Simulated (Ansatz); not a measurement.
Run this with Ansatz's Python interface and show what comes out.

The script, `bend.py`:
```python
# -*- coding: utf-8 -*-
'''Bending curve of GeH4Se.'''

import warnings

import ansatz as az
from ase import Atoms

warnings.simplefilter('ignore', az.DeckWarning)

atoms = Atoms(['Ge', 'Se', 'H', 'H', 'H', 'H'], positions=[
    (-0.2279, -0.3253, -0.4374),
    (-0.224, 0.9925, 1.5294),
    (0.3553, -1.6559, -0.2079),
    (-1.6741, -0.4783, -0.892),
    (0.4985, 0.4595, -1.5837),
    (1.3144, 0.9434, 1.5454),
])

# start the scan from a relaxed geometry
first = (
    az.Crystal.molecule_from_ase(atoms).calculation()
    .basis(gaussian='def2-SVP')
    .functional('pbe0')
    .relax(force_tolerance=0.02, max_steps=80)  # relax until the tolerances are met
)
atoms.positions = first.run(threads=1, backend='cpu').report['positions_ang']

rows = []
for angle in [85, 95, 105, 115, 125, 140, 160]:
    bent = atoms.copy()
    bent.set_angle(0, 1, 5, angle, indices=[5])
    calc = (
        az.Crystal.molecule_from_ase(bent).calculation()
        .basis(gaussian='def2-SVP')  # the orbital basis, by name
        .correlation('CCSD(T)')
    )
    rows.append((angle, calc.run(threads=1, backend='cpu').report['free_energy_ev']))
floor = min(e for _, e in rows)
for angle, e in rows:
    print(f'angle Ge0-Se1-H5 = {angle:3d} deg   {1000 * (e - floor):9.1f} meV')
```

```console
$ python bend.py
angle Ge0-Se1-H5 =  85 deg        34.7 meV
angle Ge0-Se1-H5 =  95 deg         0.0 meV
angle Ge0-Se1-H5 = 105 deg        72.6 meV
angle Ge0-Se1-H5 = 115 deg       243.9 meV
angle Ge0-Se1-H5 = 125 deg       503.1 meV
angle Ge0-Se1-H5 = 140 deg      1023.7 meV
angle Ge0-Se1-H5 = 160 deg      1825.1 meV
```

Caveats:
- The scan is rigid, and the energies are electronic, in a modest basis. The zero is the lowest point of the grid, which needn't be the minimum.
- The start is relaxed with a density functional and scanned with the wavefunction method, so it isn't exactly that method's minimum.
- Wall time of the script: 56 s on 1 thread of Arm Neoverse V2 (shared host), peak memory 0.32 GiB.

(A comment or docstring line of the script was reworded after the run, the code is as it ran.)
